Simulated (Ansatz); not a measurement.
**TaSi+ (septet): wave-function methods side by side, def2-TZVPP**

An exercise on one series of results from a longer session: the logs are not shown, and one member is left open.

Method: def2-TZVPP, core rule «outside noble gas», up to 9 orbitals frozen; program: Ansatz 0.2.0, Gaussian basis.

The runs, in order: UHF; ROHF; CCSD(T) on UHF.

## The system

The geometry is a PBE0/def2-TZVP stationary point (not a proven minimum). No spin-orbit coupling is included. Elements past krypton take def2 core potentials.

2 atoms, charge 1, spin multiplicity 7.

Atoms are counted from 1 here; the program's logs count them from 0.

Bond lengths: Ta1–Si2 2.443 Å.

Set-up of the first run:

Input file in.yaml:

```yaml
crystal:
  periodic: [false, false, false]
  atoms:
    - {symbol: Ta, position_ang: [0.000000, 0.000000, 0.000000]}
    - {symbol: Si, position_ang: [0.000000, 0.000000, 2.443400]}
basis:
  gaussian: {orbitals: def2-TZVPP}
total_charge: 1
magnetization: {spin_polarized: true, initial_magnetization: 6}
hamiltonian: {xc: hf}
output: {orbitals: {seedname: orbitals}}
```

Started as:

```sh
ansatz run in.yaml --threads 1 --pin off --events-out ev --progress --plain --max-ram 3968MiB --backend cpu
```

Among the steps run: UHF; ROHF; CCSD(T) on UHF.

One table of the session follows, with a row left open; its other results are not shown here.

```
  method  from UCCSD(T) (kJ/mol)
    ROHF                  +424.4
     UHF                  +409.6
    UMP2                       ?
   UCCSD                   +23.3
UCCSD(T)                       0
```

**Question.** Estimate the row for UMP2.

As computed: from UCCSD(T) (kJ/mol): +80.6. In the column «from UCCSD(T) (kJ/mol)» it lies between UCCSD (+23.3) and UHF (+409.6).
